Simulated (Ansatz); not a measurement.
# CH3BF2S: the cost of one run

All numbers below are computed with Ansatz 0.2.0 (RKS CAM-B3LYP-D4/def2-SVP).

### Step 1. The system as given

Bond lengths: C1–S2 1.762 Å, S2–B3 1.898 Å, B3–F4 1.423 Å, B3–F5 1.444 Å, C1–H6 1.182 Å, C1–H7 1.107 Å, C1–H8 1.084 Å. Angles: C1–S2–B3 93.9°, S2–C1–H6 110.8°, S2–C1–H7 111.1°, S2–C1–H8 112.4°, H6–C1–H7 104.9°, H6–C1–H8 106.1°, H7–C1–H8 111.1°, S2–B3–F4 120.4°, S2–B3–F5 120.1°, F4–B3–F5 119.1°.

Coordinates:

```xyz
8

C    -0.7719   -0.0302    0.9079
S     0.9723   -0.2744    0.8409
B     1.0594   -0.0568   -1.0428
F     1.0078   -1.1908   -1.9008
F     1.3355    1.2419   -1.6107
H    -1.0604    1.0450    0.5121
H    -1.1383   -0.0574    1.9518
H    -1.3122   -0.7346    0.2858
```

### Step 2. End point A

Input file input.yaml:

```yaml
crystal:
  periodic: [false, false, false]
  atoms:
    - { symbol: C, position_ang: [-0.7719, -0.0302, 0.9079] }
    - { symbol: S, position_ang: [0.9723, -0.2744, 0.8409] }
    - { symbol: B, position_ang: [1.0594, -0.0568, -1.0428] }
    - { symbol: F, position_ang: [1.0078, -1.1908, -1.9008] }
    - { symbol: F, position_ang: [1.3355, 1.2419, -1.6107] }
    - { symbol: H, position_ang: [-1.0604, 1.045, 0.5121] }
    - { symbol: H, position_ang: [-1.1383, -0.0574, 1.9518] }
    - { symbol: H, position_ang: [-1.3122, -0.7346, 0.2858] }
basis:
  gaussian: { orbitals: def2-SVP }
hamiltonian:
  xc: cam_b3lyp
  dispersion: d4
relax:
  f_tol: 0.015
  max_steps: 40
```

On the command line:

```console
$ ansatz run input.yaml --threads 2 --pin off --max-ram 3072MiB --backend cpu --events-out ev --progress --plain --runs-dir out
```

**Question.** How long does this run take on 2 threads of Arm Neoverse V1, shared host, and how much memory does it need?

About 33 s, with a peak of 0.2 GiB.
